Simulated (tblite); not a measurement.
# C6H10ClFSi2: the cost of one run

Programs: tblite 0.8.0 and PySCF 2.14.0, with density-fitted response routines of our own. Each step states its level of theory. These are calculated values for one molecule in the gas phase, unless marked as measured. Atoms are numbered from 0 throughout.

## 1. The starting structure

20 atoms, charge 0, multiplicity 1; geometry from: force field or distance geometry start.

Bonds of the start (Å): C0–C1 1.22, C1–C2 1.45, C2–Si3 1.81, Si3–Cl4 2.11, C2–Si5 1.89, Si5–C6 1.89, C6–C7 1.51, C7–C8 1.51, C8–F9 1.36, C8–C2 1.54, C0–H10 1.07, Si3–H11 1.48, Si3–H12 1.44, Si5–H13 1.46, Si5–H14 1.43, C6–H15 1.13, C6–H16 1.09, C7–H17 1.10, C7–H18 1.12, C8–H19 1.10.

## 2. Geometry optimisation with GFN2-xTB

Job settings and geometry (Å):

```
{"job": {"kind": "relax", "xc": "GFN2-xTB", "basis": "xTB"}, "charge": 0, "multiplicity": 1}
C      0.642800    -0.843100     2.496500
C      0.634400    -0.552000     1.314200
C      0.671100    -0.198300    -0.094800
Si     2.252400    -0.490600    -0.931600
Cl     2.480400    -2.574600    -1.144300
Si    -0.832200    -0.987200    -0.930500
C     -2.071300     0.200900    -0.143400
C     -1.192200     1.243500     0.507900
C      0.138000     1.239900    -0.205100
F     -0.025800     1.627600    -1.503400
H      0.613700    -1.081300     3.542200
H      3.327200    -0.083700     0.008700
H      2.453200     0.155600    -2.200600
H     -0.868400    -0.684700    -2.362900
H     -1.041500    -2.358700    -0.573000
H     -2.563200    -0.371500     0.697400
H     -2.776200     0.615700    -0.870600
H     -1.693400     2.216800     0.481200
H     -0.976300     1.015800     1.583300
H      0.822200     1.920600     0.325800
```

On the command line:

```bash
OMP_NUM_THREADS=1 python probes_run.py task.json out
```

This one command runs all jobs of the session in turn.

**Question.** How long does this first job take on 1 thread of Arm Neoverse N1, shared host, and how much memory does it need?

About 2 s, with a peak of 0.18 GiB.
